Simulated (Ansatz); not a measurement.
**doublet CH6B2O+: levels of theory compared**

We compute a comparison of 6 runs (UB3LYP/6-31G*, UB2PLYP/def2-SVP, UBHLYP/def2-SVP, UPBE/def2-SVP, UPBE0/def2-SVP, RPA@PBE0/def2-SVP) of doublet CH6B2O+. 

Program for the calculation: Ansatz 0.2.0.

69 further runs of the same task are left out: 69 set aside as unsound or not needed.

## (1) The molecule

CH6B2O+: 10 atoms, total charge +1, spin state doublet. As SMILES of the parent species, `BB(C)O`. The coordinates come from a PBE0-D4/def2-TZVP relaxation. This is one conformer, not always the lowest. That shape belongs to the parent species and isn't relaxed for this state.

Bond lengths: B1–B2 1.681 Å, B2–C3 1.575 Å, B2–O4 1.367 Å, B1–H5 1.201 Å, B1–H6 1.200 Å, C3–H7 1.093 Å, C3–H8 1.094 Å, C3–H9 1.097 Å, O4–H10 0.959 Å. Some angles: B1–B2–C3 118.7°, B1–B2–O4 125.5°, C3–B2–O4 115.8°, B2–B1–H5 121.9°, B2–B1–H6 122.5°, B2–C3–H7 113.8°, B2–C3–H8 111.5°, B2–C3–H9 108.5°, B2–O4–H10 114.4°, H5–B1–H6 115.4°.

## (2) A single-point energy at UB3LYP/6-31G(d) (Cartesian functions) (run 1)

File molecule.yaml:

```yaml
crystal:
  periodic: [false, false, false]
  atoms:
    - symbol: B
      position_ang: [-1.157400, 0.826800, -0.622100]
    - symbol: B
      position_ang: [0.289400, 0.045900, -0.271000]
    - symbol: C
      position_ang: [0.377300, -0.834700, 1.032200]
    - symbol: O
      position_ang: [1.432600, 0.117800, -1.017900]
    - symbol: H
      position_ang: [-2.010400, 0.312100, -1.292200]
    - symbol: H
      position_ang: [-1.440400, 1.898900, -0.162200]
    - symbol: H
      position_ang: [-0.546500, -1.371000, 1.265900]
    - symbol: H
      position_ang: [1.200400, -1.552500, 0.975700]
    - symbol: H
      position_ang: [0.572700, -0.174500, 1.886700]
    - symbol: H
      position_ang: [1.365300, 0.679800, -1.792300]
basis:
  gaussian: {orbitals: "6-31G*"}
total_charge: 1
accuracy: high
hamiltonian: {xc: {name: B3LYP}}
magnetization: {spin_polarized: true, initial_magnetization: 1}
output: {orbitals: {seedname: orbitals}}
```

Started as:

```console
$ ansatz run molecule.yaml --threads 1 --pin off --max-ram 3480MiB --events-out events.jsonl --progress --plain --runs-dir runs
```

The log of the run:

```text
Warning: RAYON_NUM_THREADS=1 ignored (pool sized by the plan → 1); use --threads N
Functional definition: B3LYP
  name "B3LYP"
  parameter a0 = 0.2
  parameter ax = 0.72
  parameter ac = 0.81
  exchange = (1 - a0 - ax)*slater_x + ax*b88_x + a0*exact_x
  correlation = (1 - ac)*vwn_rpa_c + ac*lyp_c
1681 factors; integrals over basis functions are off by at most 3.6e-9 eV
mean field evaluation 1: about -4506.7197 eV, gradient 6.2e1 eV
mean field evaluation 2: about -4379.0168 eV, gradient 1.4e2 eV
mean field evaluation 4: about -4523.9495 eV, gradient 1.2e1 eV
mean field evaluation 8: about -4525.1827 eV, gradient 6.5e-1 eV
mean field evaluation 16: about -4525.1898 eV, gradient 3.3e-3 eV
mean field evaluation 32: about -4525.1898 eV, gradient 5.8e-8 eV
mean field -4525.18979188 eV, -166.2976575679 hartree, gradient 5.8e-8 eV, S^2 0.753455; 0 other end points of the search recorded, 0 dependent functions left out
reference -4525.18982620 eV, -166.2976588292 hartree; 15, 14 occupied and 57, 58 virtual orbitals, 1681 factors
Total energy: -4525.18982620 eV, -166.2976588292 hartree
```

Wall time 11 s (1 thread of Arm Neoverse V2, shared host); peak memory 0.29 GiB.

## (3) A single-point energy at UB2PLYP/def2-SVP (run 2)

File run.yaml:

```yaml
crystal:
  periodic: [false, false, false]
  atoms:
    - symbol: B
      position_ang: [-1.157400, 0.826800, -0.622100]
    - symbol: B
      position_ang: [0.289400, 0.045900, -0.271000]
    - symbol: C
      position_ang: [0.377300, -0.834700, 1.032200]
    - symbol: O
      position_ang: [1.432600, 0.117800, -1.017900]
    - symbol: H
      position_ang: [-2.010400, 0.312100, -1.292200]
    - symbol: H
      position_ang: [-1.440400, 1.898900, -0.162200]
    - symbol: H
      position_ang: [-0.546500, -1.371000, 1.265900]
    - symbol: H
      position_ang: [1.200400, -1.552500, 0.975700]
    - symbol: H
      position_ang: [0.572700, -0.174500, 1.886700]
    - symbol: H
      position_ang: [1.365300, 0.679800, -1.792300]
basis:
  gaussian:
    orbitals: def2-SVP
total_charge: 1
magnetization:
  spin_polarized: true
  initial_magnetization: 1
hamiltonian:
  xc: {name: B2PLYP}
correlation:
  frozen_orbitals: {B: 1, C: 1, H: 0, O: 1}
accuracy: high
output: {orbitals: {seedname: orbitals}}
```

Started as:

```console
$ ansatz run run.yaml --threads 1 --pin off --max-ram 3480MiB --events-out events.jsonl --progress --plain --runs-dir runs
```

The log of the run (excerpt; [...] marks lines left out):

```text
Warning: RAYON_NUM_THREADS=1 ignored (pool sized by the plan → 1); use --threads N
Functional definition: B2PLYP
  name "B2PLYP"
[...]
2072 factors; integrals over basis functions are off by at most 3.3e-9 eV
[...]
mean field -4512.12734604 eV, -165.8176215372 hartree, gradient 9.0e-8 eV, S^2 0.759200; 1 other end points of the search recorded, 0 dependent functions left out
4 core orbitals not correlated: weight in the atoms' cores, before any rotation towards them, 1.000 or more for the frozen orbitals, at most 0.000 for the correlated occupied ones
reference -4512.12737214 eV, -165.8176224965 hartree; 11, 10 occupied and 71, 72 virtual orbitals, 2072 factors
second order -16.29008311 eV of doubles, -0.00000000 eV of singles
Total energy: -4516.52569458 eV, -165.9792578648 hartree
```

Run time: 16 s. Hardware: 1 thread of Arm Neoverse V2, shared host; peak memory 0.36 GiB.

Runs 3 to 5 aren't shown in full; the table further down has their settings and results.

## (4) A single-point energy at RPA@PBE0/def2-SVP (run 6)

File job.yaml:

```yaml
crystal:
  periodic: [false, false, false]
  atoms:
    - {symbol: B, position_ang: [-1.157400, 0.826800, -0.622100]}
    - {symbol: B, position_ang: [0.289400, 0.045900, -0.271000]}
    - {symbol: C, position_ang: [0.377300, -0.834700, 1.032200]}
    - {symbol: O, position_ang: [1.432600, 0.117800, -1.017900]}
    - {symbol: H, position_ang: [-2.010400, 0.312100, -1.292200]}
    - {symbol: H, position_ang: [-1.440400, 1.898900, -0.162200]}
    - {symbol: H, position_ang: [-0.546500, -1.371000, 1.265900]}
    - {symbol: H, position_ang: [1.200400, -1.552500, 0.975700]}
    - {symbol: H, position_ang: [0.572700, -0.174500, 1.886700]}
    - {symbol: H, position_ang: [1.365300, 0.679800, -1.792300]}
basis:
  gaussian:
    orbitals: def2-SVP
correlation:
  method: rpa
  frozen_orbitals: {B: 1, C: 1, H: 0, O: 1}
total_charge: 1
accuracy: high
magnetization:
  spin_polarized: true
  initial_magnetization: 1
hamiltonian:
  xc: {name: PBE0}
```

Started as:

```console
$ ansatz run job.yaml --threads 1 --pin off --max-ram 3480MiB --events-out events.jsonl --progress --plain --runs-dir runs
```

The log of the run (excerpt; [...] marks lines left out):

```text
Warning: RAYON_NUM_THREADS=1 ignored (pool sized by the plan → 1); use --threads N
Functional definition: PBE0
  name "PBE0"
[...]
2072 factors; integrals over basis functions are off by at most 3.3e-9 eV
[...]
mean field -4515.92022806 eV, -165.9570073804 hartree, gradient 7.4e-8 eV, S^2 0.754553; 0 other end points of the search recorded, 0 dependent functions left out
4 core orbitals not correlated: weight in the atoms' cores, before any rotation towards them, 1.000 or more for the frozen orbitals, at most 0.000 for the correlated occupied ones
reference -4492.92755727 eV, -165.1120423138 hartree; 11, 10 occupied and 71, 72 virtual orbitals, 2072 factors
Total energy: -4513.39744617 eV, -165.8642968560 hartree
```

Wall time 19 s (1 thread of Arm Neoverse V2, shared host); peak memory 0.47 GiB.

## (5) The series

| run | level | Cartesian functions | frozen core orbitals | energy (Eh) | HOMO energy (eV) | LUMO energy (eV) | ⟨S²⟩ | wall time |
| --- | --- | --- | --- | --- | --- | --- | --- | --- |
| 1 | UB3LYP/6-31G* (Cartesian functions) | yes | – | -166.297659 | -15.17 | -12.34 | 0.753 | 11 s |
| 2 | UB2PLYP/def2-SVP | no | 4 | -165.979258 | -17.07 | -10.89 | 0.759 | 16 s |
| 3 | UBHLYP/def2-SVP | no | – | -166.067587 | -17.06 | -11.29 | 0.758 | 13 s |
| 4 | UPBE/def2-SVP | no | – | -165.939935 | -13.95 | -12.95 | 0.752 | 9 s |
| 5 | UPBE0/def2-SVP | no | – | -165.957007 | -15.56 | -12.19 | 0.755 | 13 s |
| 6 | RPA@PBE0/def2-SVP | no | 4 | -165.864297 | – | – | 0.755 | 19 s |

## (6) Outcome

| quantity | value |
| --- | --- |
| run 6: total energy | -165.86430 Eh |
| run 6: RPA correlation energy (valence) | -752.3 mEh |
| run 6: ⟨S²⟩ of the reference determinant | 0.755 |

**Reading.** Totals of different functionals can't be ranked against each other. All runs together took 80 s, the longest 19 s.
